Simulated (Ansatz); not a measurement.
# C8H20InN: how energies converge with the basis set

One table from this session's results is given with a row withheld; the runs are named, their logs left out.

Computed with Ansatz 0.2.0, Gaussian basis. Level: one geometry, several basis sets.

The runs, in order: PBE0-D4/def2-SVP; ωB97M-V/def2-SVP; PBE0-D4/def2-QZVPP; ωB97M-V/def2-QZVPP; the functionals' def2-TZVPP values are taken from earlier runs.

### Structure used throughout

An earlier PBE0-D4 in a triple-zeta def2 set relaxation fixed the geometry. In takes the def2 core potential; no spin-orbit term is included.

SMILES `C[CH](C)[In]([CH](C)C)[N](C)C`, 30 atoms, charge 0, spin multiplicity 1.

Atoms are counted from 1 here; the program's logs count them from 0.

Bond lengths: C1–C2 1.524 Å, C1–H11 1.098 Å, C1–H12 1.093 Å, C1–H13 1.095 Å, C2–C3 1.522 Å, C2–In4 2.180 Å, C2–H14 1.096 Å, C3–H15 1.098 Å, C3–H16 1.094 Å, C3–H17 1.093 Å, In4–C5 2.180 Å, In4–N8 2.040 Å, C5–C6 1.522 Å, C5–C7 1.524 Å, C5–H18 1.096 Å, C6–H19 1.093 Å, C6–H20 1.098 Å, C6–H21 1.094 Å and more. Angles: C2–C1–H11 110.8°, C2–C1–H12 112.5°, C2–C1–H13 111.7°, H11–C1–H12 107.4°, H11–C1–H13 106.6°, H12–C1–H13 107.4°, C1–C2–C3 111.4°, C1–C2–In4 110.7°, C1–C2–H14 108.4°, C3–C2–In4 112.7°, C3–C2–H14 108.7°, In4–C2–H14 104.7°, C2–C3–H15 111.0°, C2–C3–H16 111.7°, C2–C3–H17 112.5°, H15–C3–H16 106.9°, H15–C3–H17 107.3°, H16–C3–H17 107.3° and more.

The first run:

in.yaml

```yaml
crystal:
  periodic: [false, false, false]
  atoms:
    - {symbol: C, position_ang: [-1.863524, -2.410127, -0.268699]}
    - {symbol: C, position_ang: [-1.261589, -1.542068, 0.829525]}
    - {symbol: C, position_ang: [-2.342213, -0.950814, 1.723514]}
    - {symbol: In, position_ang: [0.050187, -0.023442, -0.021889]}
    - {symbol: C, position_ang: [-0.087578, 2.136430, -0.282448]}
    - {symbol: C, position_ang: [-1.511999, 2.655943, -0.150130]}
    - {symbol: C, position_ang: [0.856319, 2.854732, 0.674159]}
    - {symbol: N, position_ang: [1.798884, -0.796179, -0.733879]}
    - {symbol: C, position_ang: [2.163211, -2.181128, -0.632133]}
    - {symbol: C, position_ang: [2.809885, -0.016976, -1.390987]}
    - {symbol: H, position_ang: [-2.479375, -3.211985, 0.160360]}
    - {symbol: H, position_ang: [-1.101321, -2.882810, -0.893897]}
    - {symbol: H, position_ang: [-2.517413, -1.832183, -0.930087]}
    - {symbol: H, position_ang: [-0.602631, -2.167953, 1.442064]}
    - {symbol: H, position_ang: [-2.968608, -1.741489, 2.158031]}
    - {symbol: H, position_ang: [-3.010352, -0.287082, 1.165979]}
    - {symbol: H, position_ang: [-1.927794, -0.372204, 2.553596]}
    - {symbol: H, position_ang: [0.257665, 2.315372, -1.307089]}
    - {symbol: H, position_ang: [-2.193441, 2.194972, -0.870311]}
    - {symbol: H, position_ang: [-1.550954, 3.741408, -0.313082]}
    - {symbol: H, position_ang: [-1.919670, 2.470151, 0.848386]}
    - {symbol: H, position_ang: [1.893995, 2.529667, 0.561001]}
    - {symbol: H, position_ang: [0.574676, 2.693146, 1.719874]}
    - {symbol: H, position_ang: [0.832192, 3.939815, 0.505940]}
    - {symbol: H, position_ang: [1.386193, -2.756692, -0.122122]}
    - {symbol: H, position_ang: [3.100406, -2.323034, -0.068143]}
    - {symbol: H, position_ang: [2.320169, -2.642788, -1.621553]}
    - {symbol: H, position_ang: [2.510112, 1.031335, -1.470551]}
    - {symbol: H, position_ang: [3.772173, -0.045117, -0.852428]}
    - {symbol: H, position_ang: [3.012385, -0.378898, -2.413002]}
basis:
  gaussian: {orbitals: def2-SVP}
hamiltonian: {xc: pbe0, dispersion: d4}
output: {orbitals: {seedname: orbitals}}
```

Among the steps run: PBE0-D4 in def2-SVP; ωB97M-V in def2-SVP; PBE0-D4 in def2-QZVPP; ωB97M-V in def2-QZVPP.

One of the session's tables, all rows but one given; the rest of the session is left out.

It belongs to the step «Density functionals: the series». 

```
functional       basis  HOMO (eV)
   PBE0-D4    def2-SVP      -5.50
   PBE0-D4  def2-TZVPP      -5.57
   PBE0-D4  def2-QZVPP      -5.60
   ωB97M-V    def2-SVP          ?
   ωB97M-V  def2-TZVPP      -7.86
   ωB97M-V  def2-QZVPP      -7.88
```

Estimate the missing values for ωB97M-V, def2-SVP.

As computed: HOMO (eV): -7.78. In the column «HOMO (eV)» it lies between ωB97M-V, def2-TZVPP (-7.86) and PBE0-D4, def2-QZVPP (-5.60).
